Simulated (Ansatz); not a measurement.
A nudged elastic band was laid between two geometries of a periodic cell of 13 atoms, LiTc$_{12}$ (host Tc, host structure hcp, interstitial Li).

These are results of DFT PBE, scalar-relativistic, plane waves, PAW in Ansatz 0.2.0, not measurements. Settings: cutoff 600 eV, k mesh 4x3x4, gaussian smearing 0.05 eV, no spin polarisation.

```yaml
movable_images: 5
climbing_image: yes
spring: 5.0 eV/Å²
optimiser: quadratic models (default)
start_path: IDPP
force_threshold: 0.05 eV/Å
iteration_limit: 80
end_points: relaxed
```

First end point:

```xyz
13
Lattice="5.4800 0.0000 0.0000 -4.1100 7.1187 0.0000 0.0000 0.0000 4.3950" Properties=species:S:1:pos:R:3
Tc -0.094 -0.077 -0.148
Tc -0.093 1.640 2.350
Tc -1.363 2.372 0.046
Tc -1.350 3.977 2.246
Tc -2.712 4.763 0.003
Tc -2.745 6.173 2.289
Tc 2.841 -0.064 -0.162
Tc 2.842 1.654 2.337
Tc 1.382 2.522 -0.101
Tc 1.350 3.933 2.186
Tc -0.012 4.719 -0.057
Tc 0.001 6.324 2.143
Li 1.375 0.788 1.094
```

Last end point:

```xyz
13
Lattice="5.4800 0.0000 0.0000 -4.1100 7.1187 0.0000 0.0000 0.0000 4.3950" Properties=species:S:1:pos:R:3
Tc -0.099 -0.071 0.149
Tc -0.098 1.646 2.044
Tc -1.369 2.378 -0.046
Tc -1.355 3.982 2.149
Tc -2.718 4.769 -0.002
Tc -2.747 6.179 2.106
Tc 2.836 -0.056 0.162
Tc 2.837 1.660 2.059
Tc 1.377 2.530 0.101
Tc 1.345 3.940 2.209
Tc -0.019 4.726 0.058
Tc -0.003 6.330 2.253
Li 1.367 0.795 3.301
```

(1) What changes between the two ends?

(2) Give the energies along the band, and the barrier.

(3) What is the geometry of the highest image?

The band took 19 iterations and about 50 core-minutes.

## Answers

(1) The atom that moves furthest is Li13, by 2.21 Å; four of its nearest neighbours are Tc6 2.11, Tc9 2.11, Tc8 2.11, Tc1 2.11 Å at the first end and Tc9 2.11, Tc6 2.11, Tc1 2.11, Tc8 2.11 Å at the last.

(2) It converged. The highest image is number 3 of 0 to 6, 0.88 eV above the ends, which have the same energy within 2 meV. By the program's own check the climbing image is of a kind that is not told: the force calls were inconclusive, a negative curvature could not be distinguished from the path's own, the only one lies far off the path, or fixed occupations may fill a level only in part (lowest curvatures found: -2.01 and 0.44 eV/Å²). Limits of this set-up: coarse k mesh, a small cell, in which the defect meets its images.

| image | path coordinate (Å) | energy (eV) |
| --- | --- | --- |
| 0 | 0.00 | 0.00 |
| 1 | 0.60 | 0.19 |
| 2 | 1.19 | 0.56 |
| 3 | 1.79 | 0.88 |
| 4 | 2.39 | 0.56 |
| 5 | 2.99 | 0.18 |
| 6 | 3.58 | 0.00 |

(3) 
```xyz
13
Lattice="5.4800 0.0000 0.0000 -4.1100 7.1187 0.0000 0.0000 0.0000 4.3950" Properties=species:S:1:pos:R:3
Tc 0.053 0.084 0.000
Tc -0.095 1.558 2.198
Tc -1.288 2.421 0.000
Tc -1.275 4.087 2.198
Tc -2.690 4.672 0.000
Tc -3.185 5.861 2.198
Tc 2.741 0.027 0.000
Tc 2.961 2.027 2.198
Tc 1.399 2.353 0.000
Tc 1.208 3.836 2.198
Tc 0.003 4.839 0.000
Tc -0.206 6.499 2.198
Li 1.762 0.504 2.198
```

The run took 16 min on 4 threads of AMD EPYC 9R45 96-Core Processor (Zen 5) (shared host), peak memory 4.7 GiB.
